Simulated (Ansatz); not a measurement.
Geometry optimisation, DFT PBE, scalar-relativistic, plane waves, PAW in Ansatz.

input.yaml

```yaml
accuracy: low
crystal:
  lattice:
    - [6.550164, 0.0, 0.0]
    - [-3.275082, 9.856351, 0.0]
    - [0.0, 0.0, 17.405737]
  atoms:
    - { symbol: Na, position: [0.0, 0.0, 0.0574523] }
    - { symbol: Li, position: [0.6664041, 0.8328082, 0.1905547] }
    - { symbol: Li, position: [0.1664041, 0.8328082, 0.1905547] }
    - { symbol: Li, position: [0.5, 0.0, 0.0574523] }
    - { symbol: Na, position: [0.2776027, 0.5552055, 0.1461872] }
    - { symbol: Li, position: [0.3888014, 0.2776027, 0.1018198] }
    - { symbol: Li, position: [0.8888014, 0.2776027, 0.1018198] }
    - { symbol: Li, position: [0.7776027, 0.5552055, 0.1461872] }
    - { symbol: Na, position: [0.5552055, 0.1104109, 0.2349221] }
    - { symbol: Li, position: [0.2216096, 0.9432191, 0.3680245] }
    - { symbol: Li, position: [0.7216096, 0.9432191, 0.3680245] }
    - { symbol: Li, position: [0.0552055, 0.1104109, 0.2349221] }
    - { symbol: Na, position: [0.8328082, 0.6656164, 0.323657] }
    - { symbol: Li, position: [0.9440068, 0.3880137, 0.2792896] }
    - { symbol: Li, position: [0.4440068, 0.3880137, 0.2792896] }
    - { symbol: Li, position: [0.3328082, 0.6656164, 0.323657] }
    - { symbol: B, position: [0.4700709, 0.4339229, 0.4019213] }
basis:
  ecutwfc: 420.0
kpoints:
  mp_grid: { grid: [2, 1, 1] }
hamiltonian:
  xc: pbe
scf:
  occupations: { method: fermi_dirac, width: 0.05 }
  lower_state_search: "off"
relax:
  f_tol: 0.08
  max_steps: 25
  adjacent_minimum: "off"
  constraints: [{ sites: [0, 3, 5, 6] }]
```

Command:

```bash
$ ansatz run input.yaml --threads 1 --pin off --max-ram 3072MiB --backend cpu --events-out ev --progress --plain --runs-dir out
```

Q: Where does it end, and by what steps?

A: It converged. The threshold is loose, so the end isn't yet a minimum. The force dipped under the threshold on the way, but the program's further checks kept it going. Limits of this set-up: coarse k mesh, thin slab, slab without dipole correction, odd electron count without spin, low accuracy level. After 24 steps the energy has fallen by 3.278 eV; B17 moved furthest, 3.68 Å. Parted: Na1–Li3, Na5–Li15, Na5–Li16. Joined: Li2–B17, Na5–B17, Li8–B17, Li14–B17, Li16–B17.

| step | energy less start (eV) | largest force component (eV/Å) | accepted |
| --- | --- | --- | --- |
| 0 | 0.0000 | 0.615 | yes |
| 1 | -0.2660 | 0.598 | yes |
| 2 | -0.4797 | 0.424 | yes |
| 3 | -0.6662 | 0.517 | yes |
| 4 | -0.7846 | 0.326 | yes |
| 5 | -0.9369 | 0.298 | yes |
| 6 | -1.0878 | 0.302 | yes |
| 7 | -1.2604 | 0.322 | yes |
| 8 | -1.4159 | 0.294 | yes |
| 9 | -1.5499 | 0.338 | yes |
| 10 | -1.6968 | 0.443 | yes |
| 11 | -1.8560 | 0.535 | yes |
| 12 | -2.0140 | 0.521 | yes |
| 13 | -2.1664 | 0.405 | yes |
| 14 | -2.3414 | 0.335 | yes |
| 15 | -2.5406 | 0.322 | yes |
| 16 | -2.7384 | 0.273 | yes |
| 17 | -2.8945 | 0.146 | yes |
| 18 | -2.9713 | 0.108 | yes |
| 19 | -3.0430 | 0.063 | yes |
| 20 | -3.1170 | 0.082 | yes |
| 21 | -3.1792 | 0.109 | yes |
| 22 | -3.2314 | 0.120 | yes |
| 23 | -3.2779 | 0.069 | yes |
| 24 | -3.2779 | 0.069 | yes |

```xyz
17
Lattice="6.5502 0.0000 0.0000 -3.2751 9.8564 0.0000 0.0000 0.0000 17.4057" Properties=species:S:1:pos:R:3
Na 0.000 0.000 1.000
Li 1.844 7.884 3.410
Li -1.136 7.619 3.581
Li 3.275 0.000 1.000
Na -0.111 5.971 1.261
Li 1.638 2.736 1.772
Li 4.913 2.736 1.772
Li 2.886 5.355 2.643
Na 3.560 1.402 4.194
Li -1.509 9.203 6.171
Li 1.831 9.170 6.141
Li 0.177 0.852 3.941
Na 3.335 6.212 5.608
Li 5.536 4.490 3.920
Li 1.455 3.850 4.661
Li 0.172 6.494 5.781
B 0.812 5.861 3.785
```

Whether the end is a true minimum wasn't checked by a vibrational analysis.

Run time: 100 s on 1 thread of Intel(R) Xeon(R) Platinum 8488C (Sapphire Rapids), with other jobs on the host, peak memory 1 GiB.
